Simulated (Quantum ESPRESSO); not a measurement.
Runs of Quantum ESPRESSO 7.5 on MnO2. The structure is tetragonal, space group P4_2/mnm (No. 136). Conventional cell: a = 4.396 Å, b = 4.396 Å, c = 2.871 Å, α = 90.00°, β = 90.00°, γ = 90.00°. Around Mn (site symmetry mmm) lie 6 O at 1.88 to 1.89 Å. O (site symmetry m2m) has 3 Mn at 1.88 to 1.89 Å as nearest neighbours. 

| level | form of the LDA correlation | gap on the mesh (eV) | pressure (GPa) | moment (μB) | largest force (eV/Å) |
| --- | --- | --- | --- | --- | --- |
| PBEsol+U | - | none | (a) | 6.03 | 0.52 |
| LDA+U | PW92 | none | -6.6 | 6.02 | 0.56 |
| RPBE+U | - | none | 15.6 | 6.03 | (d) |
| revPBE+U | - | none | 14.1 | 6.03 | (c) |
| PW91+U | - | none | (b) | 6.03 | 0.46 |

Alike in all rows: task single point; potentials or basis PseudoDojo 0.4.1 SR LDA standard; spin collinear, ferromagnetic start; Mn d U = 4 eV; cell as given; k mesh 4 × 4 × 7; cutoff (eV) 1306; smearing gaussian 0.05 eV.

Question: Estimate the missing entries.

Answer: (a) 0.9; (b) 8.9; (c) 0.45; (d) 0.44.

Caveats: only a ferromagnetic start was run, and an antiferromagnetic order may lie lower in energy; the potentials were made for another functional, which shifts forces and pressure (some runs).

A gap of «none» marks a metal or a gap under the smearing width.

Runs at the PBE level aren't shown here.
